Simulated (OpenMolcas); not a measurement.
# GaNH2ClF (SMILES [NH2][Ga]([F])[Cl]): a chain of runs

Aim: a single-point energy (HF/ANO-R0), then the energy (CASSCF(2,2)/ANO-R1), then an energy scan (CASPT2(2,2)/ANO-R1), then an energy scan (SC-NEVPT2(2,2)/ANO-R1), then an energy scan (MC-PDFT[tPBE](2,2)/ANO-R1) of GaNH2ClF. 

Program for the calculation: OpenMolcas 26.06.

### 1 The structure to begin with

The species is GaNH2ClF (6 atoms), meant as a singlet with charge 0. SMILES: `[NH2][Ga]([F])[Cl]`. The shape is that of a PBE0-D4/def2-TZVP optimisation.

Bond lengths: N1–Ga2 1.791 Å, Ga2–F3 1.743 Å, Ga2–Cl4 2.117 Å, N1–H5 1.005 Å, N1–H6 1.005 Å. Angles: N1–Ga2–F3 119.0°, N1–Ga2–Cl4 124.0°, F3–Ga2–Cl4 116.9°, Ga2–N1–H5 121.8°, Ga2–N1–H6 122.2°, H5–N1–H6 113.3°.

### 2 A single-point energy at HF/ANO-R0 (sfX2C) (run 1)

Contents of geom.xyz:

```xyz
6

N     -0.193400     1.027000    -0.045900
Ga     0.233000    -0.711000     0.012900
F      1.569300    -1.221300     1.009300
Cl    -0.740100    -2.208600    -1.123700
H      0.201900     1.691500     0.596800
H     -1.028600     1.358600    -0.495600
```

Contents of step1.input:

```
&GATEWAY
  Coord=geom.xyz
  Basis=ANO-R0
  Group=NoSym

&SEWARD

&SCF
  PrOrbitals=0

&LOCALISATION
  Occupied
  Freeze
  Pipek-Mezey

&LOCALISATION
  FileOrb=$Project.LocOrb
  Virtual
  Pipek-Mezey
```

The run is started by

```bash
export MOLCAS_MEM=1860
pymolcas step1.input > step1.log
```

Output, shortened:

```text
--- Start Module: gateway ---
[...]
--- Stop Module: gateway /rc=_RC_ALL_IS_WELL_ ---
[...]
      Basis functions           39
[...]
       Convergence after  13 Iterations
[...]
::    Total SCF energy                              -2558.0125290880
[...]
      Total spin, S                                     0.0000000000
[...]
      Total electronic charge=   66.000000
      Total            charge=   -0.000000
[...]
      Dipole Moment (debye):
      Origin of the operator (angstrom)=    0.1184   -0.9501   -0.1423
                   X= -5.5018E-01               Y=  2.4691E+00               Z=  6.9753E-01           Total=  2.6240E+00
      Quadrupole Moment (debye*angstrom):
[...]
--- Start Module: localisation ---
[...]
--- Stop Module: localisation /rc=_RC_ALL_IS_WELL_ ---
--- Start Module: localisation ---
[...]
--- Stop Module: localisation /rc=_RC_ALL_IS_WELL_ ---
[...]
```

It took 4.8 s on 1 thread of Intel Xeon Platinum 8375C at 2.90GHz (Ice Lake), shared host; peak memory 0.42 GiB.

### 3 A single-point energy at CASSCF(2,2)/ANO-R1 (sfX2C, RICD fitting) (run 2)

geom.xyz is that of step 2.

Contents of step2.inp:

```
* ClFGaH2N CASSCF

&gateway
  coord
  geom.xyz
  basis
  ANO-R0
  group
  NoSym

&seward

&rasscf
  fileorb
  $CurrDir/step1.LocOrb
  alter
  2
  1 23 33
  1 34 35
  spin
  1
  nactel
  2 0 0
  inactive
  32
  ras2
  2
  orblisting
  Nothing
>>> COPY $Project.RunFile RUNFIL1
>>> COPY $Project.RasOrb INPORB

&gateway
  coord
  geom.xyz
  basis
  ANO-R1
  group
  NoSym
  ricd

&seward
>>> COPY $Project.RunFile RUNFIL2

&expbas

&rasscf
  fileorb
  $Project.ExpOrb
  spin
  1
  nactel
  2 0 0
  inactive
  32
  ras2
  2
  orblisting
  Nothing
  orbappear
  Compact
```

The run is started by

```bash
export MOLCAS_MEM=1860
pymolcas step2.inp > step2.log
```

Output, shortened:

```text
--- Start Module: gateway ---
[...]
      Basis functions           39
[...]
      Number of active orbitals                  2
[...]
      Spin quantum number                      0.0
[...]
      Active orbitals                            2
[...]
      Number of CSFs                             3
[...]
      Number of root(s) required                 1
[...]
      Convergence after 15 iterations
[...]
      printout of CI-coefficients larger than  0.05 for root  1
      energy=   -2558.025856
      conf/sym  11     Coeff  Weight
             1  20   0.99522 0.99046
             3  02  -0.09767 0.00954
      Natural orbitals and occupation numbers for root  1
      sym 1:   1.980921   0.019079
      ************************************************************************************************************************
      *                                                    Final results                                                     *
[...]
::    RASSCF root number  1 Total energy:  -2558.02585650
[...]
      Basis functions           95
[...]
      Convergence after 16 iterations
[...]
::    RASSCF root number  1 Total energy:  -2558.53767997
[...]
      Total electronic charge=   66.000000
      Total            charge=   -0.000000
[...]
```

It took 18 s on 1 thread of Intel Xeon Platinum 8375C at 2.90GHz (Ice Lake), shared host; peak memory 0.42 GiB.

### 4 An energy scan at CASPT2(2,2)/ANO-R1 (sfX2C, RICD fitting, ipea shift 0.25 Eh, pt2 variant SS) (run 3)

Contents of step3.input:

```
* ClFGaH2N CASPT2
>>> COPY $CurrDir/step2.RasOrb $Project.RasOrb
>>> ForEach K in (1, 2, 3, 4, 5, 6, 7, 8, 9)

&GATEWAY
 COORD = $CurrDir/point$K.xyz
 BASIS = ANO-R1
 GROUP = NoSym
 RICD

&SEWARD

&RASSCF
 FILEORB = $Project.RasOrb
 SPIN = 1
 NACTEL = 2 0 0
 INACTIVE = 32
 RAS2 = 2
 ORBLISTING = Nothing
 ORBAPPEAR = Compact

&CASPT2
 IMAGINARY = 0.2
 FROZEN = 16
>>> EndDo
```

The run is started by

```bash
export MOLCAS_MEM=1860
pymolcas step3.input > step3.log
```

Output:

```text
--- Start Module: gateway ---

                                              &GATEWAY

                       available to each process: 1.9 GB of memory, 1 thread

++    Symmetry information:
      ---------------------

                    Character Table for C1

                             E
                    a        1  x, y, xy, Rz, z, xz, Ry, yz, Rx, I
--

++    Basis set information:
      ----------------------

      Basis set label: N.ANO-R...3S2P1D.

      Electronic valence basis set:
      ------------------
      Associated Effective Charge   7.000000 au
      Associated Actual Charge      7.000000 au
      Nuclear Model: Finite nucleus - Gaussian distribution
        Gaussian exponent, Xi/bohr**(-2):  6.28656E+08

      Shell  nPrim  nBasis  Cartesian Spherical Contaminant
         s      13       3        X
         p       8       2        X
         d       4       1                 X

      Basis set label: GA.ANO-R...5S4P3D1F.

      Electronic valence basis set:
      ------------------
      Associated Effective Charge  31.000000 au
      Associated Actual Charge     31.000000 au
      Nuclear Model: Finite nucleus - Gaussian distribution
        Gaussian exponent, Xi/bohr**(-2):  2.62670E+08

      Shell  nPrim  nBasis  Cartesian Spherical Contaminant
         s      20       5        X
         p      15       4        X
         d       9       3                 X
         f       6       1                 X

      Basis set label: F.ANO-R...3S2P1D.

      Electronic valence basis set:
      ------------------
      Associated Effective Charge   9.000000 au
      Associated Actual Charge      9.000000 au
      Nuclear Model: Finite nucleus - Gaussian distribution
        Gaussian exponent, Xi/bohr**(-2):  5.35469E+08

      Shell  nPrim  nBasis  Cartesian Spherical Contaminant
         s      13       3        X
         p       8       2        X
         d       4       1                 X

      Basis set label: CL.ANO-R...4S3P1D.

      Electronic valence basis set:
      ------------------
      Associated Effective Charge  17.000000 au
      Associated Actual Charge     17.000000 au
      Nuclear Model: Finite nucleus - Gaussian distribution
        Gaussian exponent, Xi/bohr**(-2):  3.84638E+08

      Shell  nPrim  nBasis  Cartesian Spherical Contaminant
         s      17       4        X
         p      11       3        X
         d       7       1                 X

      Basis set label: H.ANO-R...2S1P.

      Electronic valence basis set:
      ------------------
      Associated Effective Charge   1.000000 au
      Associated Actual Charge      1.000000 au
      Nuclear Model: Finite nucleus - Gaussian distribution
        Gaussian exponent, Xi/bohr**(-2):  2.12482E+09

      Shell  nPrim  nBasis  Cartesian Spherical Contaminant
         s       7       2        X
         p       4       1        X
--

++    Molecular structure info:
      -------------------------

                    ************************************************
                    **** Cartesian Coordinates / bohr, angstrom ****
                    ************************************************

     Center  Label                x              y              z                     x              y              z
        1      N1              -0.290857       2.066177       0.034576             -0.153915       1.093374       0.018297
        2      GA2              0.514922      -1.218167       0.145692              0.272485      -0.644626       0.077097
        3      F3               3.040163      -2.182494       2.028615              1.608785      -1.154926       1.073497
        4      CL4             -1.323970      -4.048220      -2.002170             -0.700615      -2.142226      -1.059503
        5      H5               0.381536       3.196472       1.127789              0.201900       1.691500       0.596800
        6      H6              -1.869156       2.692811      -0.815234             -0.989115       1.424974      -0.431403

                    ***************************************
                    *    InterNuclear Distances / bohr    *
                    ***************************************

               1 N1            2 GA2           3 F3            4 CL4           5 H5            6 H6
    1 N1       0.000000
    2 GA2      3.383569        0.000000
    3 F3       5.755267        3.294263        0.000000
    4 CL4      6.526984        4.000506        6.226864        0.000000
    5 H5       1.710202        4.524526        6.067377        8.074092        0.000000
    6 H6       1.898914        4.680059        7.480474        6.866407        3.015730        0.000000

                    *******************************************
                    *    InterNuclear Distances / angstrom    *
                    *******************************************

               1 N1            2 GA2           3 F3            4 CL4           5 H5            6 H6
    1 N1       0.000000
    2 GA2      1.790508        0.000000
    3 F3       3.045556        1.743249        0.000000
    4 CL4      3.453931        2.116976        3.295114        0.000000
    5 H5       0.905000        2.394276        3.210717        4.272625        0.000000
    6 H6       1.004862        2.476580        3.958496        3.633546        1.595855        0.000000

                    **************************************
                    *    Valence Bond Angles / degree    *
                    **************************************
                          Atom centers                 Phi
                      5 H5       1 N1       6 H6       113.25
--

[... 139 lines left out ...]
      Convergence after 11 iterations
[... 12 lines left out ...]
      conf/sym  11     Coeff  Weight
[... 14 lines left out ...]
      RASSCF energy for state  1                  -2558.52496209
[... 42 lines left out ...]
      Dipole Moment (debye):
[... 119 lines left out ...]
      Imaginary shift                            0.20
[... 51 lines left out ...]
      Total energy:           -2559.4607797141
[... 298 lines left out ...]
                                         RASSCF iterations: Energy and convergence statistics
[... 22 lines left out ...]
      energy=   -2558.537674
[... 11 lines left out ...]
++    Final optimization conditions:
[... 17 lines left out ...]
      Von Neumann Entropy (Root   1) =  0.06703
[... 106 lines left out ...]
 ###    WARNING: User changed nr of frozen orbitals.                         ###
[... 89 lines left out ...]
      Reference energy:       -2558.5376736150
[... 233 lines left out ...]
      Nuclear repulsion energy =  361.84316765
[... 90 lines left out ...]
      printout of CI-coefficients larger than  0.05 for root  1
[... 9 lines left out ...]
      *                                                    Final results                                                     *
[... 19 lines left out ...]
::    RASSCF root number  1 Total energy:  -2558.53176871
[... 95 lines left out ...]
      Spin density orbitals for root   1 are written to the SPDORB.1 file
[... 99 lines left out ...]
  FINAL CASPT2 RESULT:
[... 32 lines left out ...]
::    CASPT2 Root  1     Total energy:  -2559.46689204
[... 292 lines left out ...]
      Note: transformation to natural orbitals
[... 8 lines left out ...]
      Natural orbitals and occupation numbers for root  1
[... 20 lines left out ...]
      Final state energy(ies):
[... 97 lines left out ...]
      Natural orbitals for root   1 are written to the RASORB.1 file
[... 72 lines left out ...]
 Compute H0 matrices for state    1
[... 34 lines left out ...]
      Reference weight:           0.82309
[... 307 lines left out ...]
      Convergence after 13 iterations
[... 12 lines left out ...]
      conf/sym  11     Coeff  Weight
[... 14 lines left out ...]
      RASSCF energy for state  1                  -2558.46525289
[... 42 lines left out ...]
      Dipole Moment (debye):
[... 119 lines left out ...]
      Imaginary shift                            0.20
[... 50 lines left out ...]
      Total energy:           -2559.3969951050
[... 292 lines left out ...]
                                         RASSCF iterations: Energy and convergence statistics
[... 22 lines left out ...]
      energy=   -2558.419380
[... 11 lines left out ...]
++    Final optimization conditions:
[... 17 lines left out ...]
      Von Neumann Entropy (Root   1) =  0.39185
[... 106 lines left out ...]
 ###    WARNING: User changed nr of frozen orbitals.                         ###
[... 87 lines left out ...]
      Reference energy:       -2558.4193799998
[... 229 lines left out ...]
      Nuclear repulsion energy =  358.25743202
[... 90 lines left out ...]
      printout of CI-coefficients larger than  0.05 for root  1
[... 9 lines left out ...]
      *                                                    Final results                                                     *
[... 19 lines left out ...]
::    RASSCF root number  1 Total energy:  -2558.38248516
[... 95 lines left out ...]
      Spin density orbitals for root   1 are written to the SPDORB.1 file
[... 97 lines left out ...]
  FINAL CASPT2 RESULT:
[... 32 lines left out ...]
::    CASPT2 Root  1     Total energy:  -2559.30528257
[... 286 lines left out ...]
      Note: transformation to natural orbitals
[... 8 lines left out ...]
      Natural orbitals and occupation numbers for root  1
[... 20 lines left out ...]
      Final state energy(ies):
[... 97 lines left out ...]
      Natural orbitals for root   1 are written to the RASORB.1 file
[... 72 lines left out ...]
 Compute H0 matrices for state    1
[... 32 lines left out ...]
      Reference weight:           0.82607
[... 302 lines left out ...]
      Convergence after 16 iterations
[... 12 lines left out ...]
      conf/sym  11     Coeff  Weight
[... 14 lines left out ...]
      RASSCF energy for state  1                  -2558.36290536
[... 42 lines left out ...]
      Dipole Moment (debye):
[... 48 lines left out ...]
      NBO located      1.000 non-bonded electrons on atom GA2
      NBO located      1.000 non-bonded electrons on atom GA2
      NBO located      1.000 non-bonded electrons on atom GA2
      NBO located      1.000 non-bonded electrons on atom GA2
      NBO located      1.000 non-bonded electrons on atom F3
      NBO located      0.999 non-bonded electrons on atom CL4
      NBO located      1.000 non-bonded electrons on atom CL4
      NBO located      1.000 non-bonded electrons on atom CL4
      NBO located      1.000 non-bonded electrons on atom CL4
      NBO located      1.000 non-bonded electrons on atom CL4
      The remaining   13.264 electrons are to be considered as diffuse
--

--

      Average orbitals are written to the RASORB file
      Natural orbitals for root   1 are written to the RASORB.1 file
      Spin density orbitals for root   1 are written to the SPDORB.1 file

--- Stop Module: rasscf /rc=_RC_ALL_IS_WELL_ ---
--- Module rasscf spent 5 seconds ---

--- Start Module: caspt2 ---

                                              &CASPT2

                       available to each process: 1.9 GB of memory, 1 thread

 ###############################################################################
 ###    WARNING: User changed nr of frozen orbitals.                         ###
 ###############################################################################

++    Wave function specifications:
      -----------------------------

      Number of closed shell electrons          32
      Number of electrons in active shells       2
      Max number of holes in RAS1 space          0
      Max number of electrons in RAS3 space      0
      Number of inactive orbitals               16
      Number of active orbitals                  2
      Number of secondary orbitals              61
      Spin quantum number                      0.0
      State symmetry                             1
      Number of CSFs                             3
      Number of CASSCF root(s) available         1
      CASPT2 state passed to geometry opt.       1
      A file JOBMIX will be created
      This is a CASSCF or RASSCF reference function
--

++    Orbital specifications:
      -----------------------

      Symmetry species                           1
                                                 a
      Frozen orbitals                           16
      Inactive orbitals                         16
      Active orbitals                            2
      Secondary orbitals                        61
      Deleted orbitals                           0
      Number of basis functions                 95
--

++    CASPT2 specifications:
      ----------------------

      Type of calculation                        SS-CASPT2
      Fock operator                              state-specific
      IPEA shift                                 0.25
      Real shift                                 0.00
      Imaginary shift                            0.20
      The input orbitals will be transformed to quasi-canonical
--

--------------------------------------------------------------------------------
 Estimated memory requirements:
  POLY3 :                   250070
  RHS:                      789316
  SIGMA :                   764352
  PRPCTL:                        0
 Available workspace:    232485298

++ CASPT2 computation for group   1

********************************************************************************
 Multi-State initialization phase begins for group   1
--------------------------------------------------------------------------------
********************************************************************************
 Compute H0 matrices for state    1
--------------------------------------------------------------------------------
--------------------------------------------------------------------------------
 H0 matrices have been computed.

********************************************************************************
  CASPT2 EQUATION SOLUTION
--------------------------------------------------------------------------------

  Total nr of CASPT2 parameters:
   Before reduction:      643535
   After  reduction:      633165

 Variance of |WF0>:       6.3360542960

 The contributions to the second order correlation energy in atomic units.
-----------------------------------------------------------------------------------------------------------------------------
  IT.      VJTU        VJTI        ATVX        AIVX        VJAI        BVAT        BJAT        BJAI        TOTAL       RNORM
-----------------------------------------------------------------------------------------------------------------------------
   1     0.000000   -0.000009   -0.000000   -0.007621   -0.010271   -0.000105   -0.041370   -0.850963   -0.910339    0.001043
   2     0.000000   -0.000009   -0.000000   -0.007642   -0.010276   -0.000105   -0.041426   -0.850971   -0.910429    0.000085
   3     0.000000   -0.000009   -0.000000   -0.007642   -0.010276   -0.000105   -0.041427   -0.850970   -0.910430    0.000015
   4     0.000000   -0.000009   -0.000000   -0.007642   -0.010276   -0.000105   -0.041426   -0.850970   -0.910429    0.000002
-----------------------------------------------------------------------------------------------------------------------------

  FINAL CASPT2 RESULT:

      Reference energy:       -2558.3629053647
      E2 (Non-variational):      -0.9104288804
      Shift correction:          -0.0028206791
      E2 (Variational):          -0.9132495595
      Total energy:           -2559.2761549242
      Residual norm:              0.0000002691
      Reference weight:           0.82752

      Contributions to the CASPT2 correlation energy
      Active & Virtual Only:         -0.0001052422
      One Inactive Excited:          -0.0490680194
      Two Inactive Excited:          -0.8612556189

++ Denominators, etc.
--------------------------------------------------------------------------------------------------------------
 Report on small energy denominators, large coefficients, and large energy contributions.
CASE  SYMM ACTIVE-MIX  NON-ACTIVE INDICES          DENOMINATOR     RHS VALUE       COEFFICIENT     CONTRIBUTION
BJAIP    1  Se1.070 In1.027 Se1.070 In1.027         4.52095620      0.14599571     -0.03223386     -0.00470601
BJAIP    1  Se1.050 In1.030 Se1.050 In1.030         2.39376391      0.06345322     -0.02632380     -0.00167033
BJAIP    1  Se1.050 In1.031 Se1.050 In1.031         2.38845508      0.06748319     -0.02806089     -0.00189364
BJAIM    1  Se1.091 In1.021 Se1.091 In1.022        14.04464762      0.29107099     -0.02072069     -0.00603119
BJAIM    1  Se1.049 In1.030 Se1.049 In1.031         2.34519655      0.10633221     -0.04501613     -0.00478666
BJAIM    1  Se1.050 In1.030 Se1.051 In1.031         2.48274533     -0.07310883      0.02925834     -0.00213904
--

   (Skipping property calculation,
    use PROP keyword to activate)
--

  Total CASPT2 energies:
::    CASPT2 Root  1     Total energy:  -2559.27615492

  A NEW JOBIPH FILE NAMED 'JOBMIX' IS PREPARED.
********************************************************************************
--- Stop Module: caspt2 /rc=_RC_ALL_IS_WELL_ ---
--- Module caspt2 spent 1 second ---

>>> END FOREACH

.##################.
.# Happy landing! #.
.##################.

    Timing: Wall=127.97 User=118.69 System=9.16
```

Wall time 2.1 min (1 thread of Intel Xeon Platinum 8375C at 2.90GHz (Ice Lake), shared host); peak memory 0.16 GiB.

The scan, from its lowest point:

```csv
H5–N1 (Å),energy (kJ/mol)
0.905,32.8
1.005,0.0
1.106,16.7
1.257,85.4
1.458,200.3
1.709,330.5
2.011,441.0
2.413,509.4
3.016,517.5
```

[end of part 1 of 3]
